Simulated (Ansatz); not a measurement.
**ZrS (singlet): the correlation ladder, def2-TZVPP**

The task here is to estimate one member of a computed series from the others.

The runs use Ansatz 0.2.0, Gaussian basis; def2-TZVPP, core rule «outside noble gas», up to 9 orbitals frozen.

Plan: UHF; CCSD(T) on RHF; CCSD(T) on UHF; CCSDT(Q) on RHF; CCSDT(Q) on UHF; CASSCF and MRCISD+Q, 10 electrons in 10 orbitals; CASSCF and NEVPT2, 10 electrons in 10 orbitals.

13 further runs of the same task are left out: 8 for a known fault of the program, 1 that didn't finish, 4 set aside as unsound or not needed. Runs told in other sessions of the task aren't counted.

## The geometry

The geometry is a PBE0/def2-TZVP stationary point (not a proven minimum) of the parent state, kept for this charge and spin. No spin-orbit coupling is included. Elements past krypton take def2 core potentials.

2 atoms, charge 0, spin multiplicity 1.

Atoms are counted from 1 here; the program's logs count them from 0.

Bond lengths: Zr1–S2 2.183 Å.

Set-up of the first run:

Contents of in.yaml:

```yaml
crystal:
  periodic: [false, false, false]
  atoms:
    - {symbol: Zr, position_ang: [0.000000, 0.000000, 0.000000]}
    - {symbol: S, position_ang: [0.000000, 0.000000, 2.182917]}
basis:
  gaussian: {orbitals: def2-TZVPP}
magnetization: {spin_polarized: true, initial_magnetization: 0}
hamiltonian: {xc: hf}
output: {orbitals: {seedname: orbitals}}
```

Launch:

```bash
$ ansatz run in.yaml --threads 1 --pin off --events-out ev --progress --plain --max-ram 2816MiB --backend cpu
```

Among the steps run: UHF; CCSD(T) on RHF; CCSD(T) on UHF; CCSDT(Q) on RHF; CCSDT(Q) on UHF; CASSCF and MRCISD+Q, 10 electrons in 10 orbitals; CASSCF and NEVPT2, 10 electrons in 10 orbitals.

One of the session's tables, all rows but one given; the rest of the session is left out.

```
          method  from RCCSDT(Q) (kcal/mol)
             RHF                    +197.05
             UHF                    +185.51
            RMP2                     +23.86
            UMP2                     +24.89
           RCCSD                     +17.64
           UCCSD                          ?
        RCCSD(T)                      +1.63
        UCCSD(T)                      +2.63
          RCCSDT                      +1.43
          UCCSDT                      +2.19
       RCCSDT(Q)                          0
       UCCSDT(Q)                      +0.80
  CASSCF valence                    +137.39
  NEVPT2 valence                     +33.90
  MRCISD valence                     +16.65
MRCISD+Q valence                      +4.02
```

**Question.** Estimate the row for UCCSD.

As computed: from RCCSDT(Q) (kcal/mol): +17.02. In the column «from RCCSDT(Q) (kcal/mol)» it lies between MRCISD valence (+16.65) and RCCSD (+17.64).

The program flags UCCSD(T) as in doubt (see the logs), so read those rows with care; the flags are other amplitudes.

Caveats from the session: The determinant of HF (⟨S²⟩ 0.92) is far from a pure spin state, so its energy mixes those of several spin states; that is harmless only where they are near-degenerate. The determinant of CCSD(T) (⟨S²⟩ 0.92) is far from a pure spin state, so its energy mixes those of several spin states; high orders of coupled cluster remove much of that, low ones don't. The determinant of CCSDT(Q) (⟨S²⟩ 0.92) is far from a pure spin state, so its energy mixes those of several spin states; high orders of coupled cluster remove much of that, low ones don't. The program flags UCCSD(T) as in doubt, so read those rows with care; the flags are other amplitudes. Warnings: restricted reference is unstable; spin contamination; large T1 diagnostic. Restricted and unrestricted rows rest on different reference determinants; a gap between their highest levels can come from leftover correlation error, from unlike frozen cores or from another state.
